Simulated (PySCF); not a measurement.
**AlCl₄−: fields and orbitals**

For AlCl₄−, the scripts below find what binds its two fragments and compute its lowest excited states.

Program: PySCF 2.14.0. Level of theory: levels as typed in each script, gas phase, geometry from start geometry of a pair search. These are calculated values, not measurements.

## Step 1: Where the work starts

SMILES `[Cl-].Cl[Al](Cl)Cl`, 5 atoms, charge -1, spin multiplicity 1.

Bond lengths: Cl1–Al3 2.114 Å, Cl2–Al3 2.115 Å, Al3–Cl4 2.114 Å, Al3–Cl5 2.114 Å. Angles: Cl1–Al3–Cl2 109.4°, Cl1–Al3–Cl4 109.5°, Cl1–Al3–Cl5 109.6°, Cl2–Al3–Cl4 109.5°, Cl2–Al3–Cl5 109.4°, Cl4–Al3–Cl5 109.3°.

Geometry (Å):

```
Cl    1.2220   -1.5159    0.8245
Cl    1.2219    1.5162   -0.8246
Al    0.0006   -0.0006    0.0003
Cl   -1.2221   -0.8255   -1.5141
Cl   -1.2222    0.8257    1.5140
```

## Step 2: Binding of the two fragments (HF/6-311+g**)

Input file input.py:

```python
import numpy as np
from pyscf import gto, scf, dft
from pyscf.scf import atom_ks, atom_hf
from scipy.linalg import block_diag
from pyscf.dispersion import dftd3

def solve(mol, dm0=None, hcore=None):
    mf = scf.UHF(mol) if mol.spin else scf.RHF(mol)
    mf = mf.density_fit(auxbasis='def2-universal-jkfit')
    mf.conv_tol, mf.max_cycle = 1e-8, 80
    if hcore is not None:
        mf.get_hcore = lambda *args: hcore
    mf.kernel(dm0)
    if not mf.converged:
        mf = mf.newton().run(mf.mo_coeff, mf.mo_occ, max_cycle=30)
    assert mf.converged, 'SCF not converged'
    return mf

mol = gto.M(atom='''
Cl     1.22197    -1.51586     0.82451
Cl     1.22189     1.51616    -0.82464
Al     0.00056    -0.00064     0.00029
Cl    -1.22213    -0.82553    -1.51413
Cl    -1.22216     0.82572     1.51404
''', basis='6-311+g**', charge=-1, spin=0, verbose=4)
mol_a = gto.M(atom='''
Cl     1.22197    -1.51586     0.82451
ghost-Cl     1.22189     1.51616    -0.82464
ghost-Al     0.00056    -0.00064     0.00029
ghost-Cl    -1.22213    -0.82553    -1.51413
ghost-Cl    -1.22216     0.82572     1.51404
''', basis='6-311+g**', charge=-1, spin=0, verbose=4)
mol_b = gto.M(atom='''
ghost-Cl     1.22197    -1.51586     0.82451
Cl     1.22189     1.51616    -0.82464
Al     0.00056    -0.00064     0.00029
Cl    -1.22213    -0.82553    -1.51413
Cl    -1.22216     0.82572     1.51404
''', basis='6-311+g**', charge=0, spin=0, verbose=4)
ab, a, b = solve(mol), solve(mol_a), solve(mol_b)
e_int = ab.e_tot - a.e_tot - b.e_tot
print('counterpoise-corrected interaction energy / kcal/mol', e_int * 627.5095)
def disp(atoms, charge):
    m = gto.M(atom=atoms, charge=charge, basis='sto-3g', spin=None, unit='Bohr', verbose=0)
    return dftd3.DFTD3Dispersion(m, xc='hf', version='d3bj').get_dispersion()['energy']
e_disp = disp(mol._atom, mol.charge) - disp(mol._atom[:1], mol_a.charge) - disp(mol._atom[1:], mol_b.charge)
print('D3(BJ) part / kcal/mol', e_disp * 627.5095)
# spherically averaged free atoms, for the promolecule
atm = scf.atom_hf.get_atm_nrhf(mol)
pro = block_diag(*[(atm[a[0]][2] * atm[a[0]][3]) @ atm[a[0]][2].T for a in mol._atom])
np.savez('result.npz', e_int=e_int, e_disp=e_disp, dm_a=a.make_rdm1(), dm_b=b.make_rdm1(), c=ab.mo_coeff, occ=ab.mo_occ, eps=ab.mo_energy, pro=pro, d=[f.dip_moment(verbose=0) for f in (ab, a, b)])
```

The run is started by

```
OMP_NUM_THREADS=1 python input.py
```

## Step 4: Excited states (PBE0/def2-svp)

Input file input.py:

```python
import numpy as np
from pyscf import gto, scf, dft, tdscf
from pyscf.scf import atom_ks, atom_hf
from scipy.linalg import block_diag

def solve(mol, dm0=None, hcore=None):
    mf = (dft.UKS if mol.spin else dft.RKS)(mol, xc='pbe0')
    mf.grids.level = 3
    mf = mf.density_fit(auxbasis='def2-universal-jkfit')
    mf.conv_tol, mf.max_cycle = 1e-8, 80
    if hcore is not None:
        mf.get_hcore = lambda *args: hcore
    mf.kernel(dm0)
    if not mf.converged:
        mf = mf.newton().run(mf.mo_coeff, mf.mo_occ, max_cycle=30)
    assert mf.converged, 'SCF not converged'
    return mf

mol = gto.M(atom='''
Cl     1.22197    -1.51586     0.82451
Cl     1.22189     1.51616    -0.82464
Al     0.00056    -0.00064     0.00029
Cl    -1.22213    -0.82553    -1.51413
Cl    -1.22216     0.82572     1.51404
''', basis='def2-svp', charge=-1, spin=0, verbose=4)
mf = solve(mol)
td = mf.TDA()
td.nstates, td.singlet, td.conv_tol = 5, True, 1e-5
td.kernel()
td.analyze()
x, y = np.array([p[0] for p in td.xy]), np.array([p[1] + 0 * p[0] for p in td.xy])
f, mu = td.oscillator_strength(), td.transition_dipole()
nto = [td.get_nto(state=i + 1, verbose=4) for i in range(len(td.e))]
# spherically averaged free atoms, for the promolecule
atm = atom_ks.get_atm_nrks(mol, xc='pbe0')
pro = block_diag(*[(atm[a[0]][2] * atm[a[0]][3]) @ atm[a[0]][2].T for a in mol._atom])
np.savez('result.npz', e=td.e, f=f, ok=td.converged, w=[n[0] for n in nto], nto=[n[1] for n in nto], x=x, y=y, c=mf.mo_coeff, occ=mf.mo_occ, eps=mf.mo_energy, pro=pro, mu=mu)
```

(Steps that only read results are left out.)

Q: Predict the outcome of this session. Wanted: interaction energy, counterpoise; lowest singlet excitation.

As calculated:

| quantity | value |
| --- | --- |
| interaction energy, counterpoise (HF/6-311+g**) | -92.6 kcal/mol |
| lowest singlet excitation (PBE0/def2-svp) | 8.53 eV |

**Reading.** The counterpoise-corrected interaction energy of the frozen fragments is −92.6 kcal/mol without dispersion correction and −102.4 kcal/mol with D3(BJ). All values hold at the given geometry, in the gas phase.
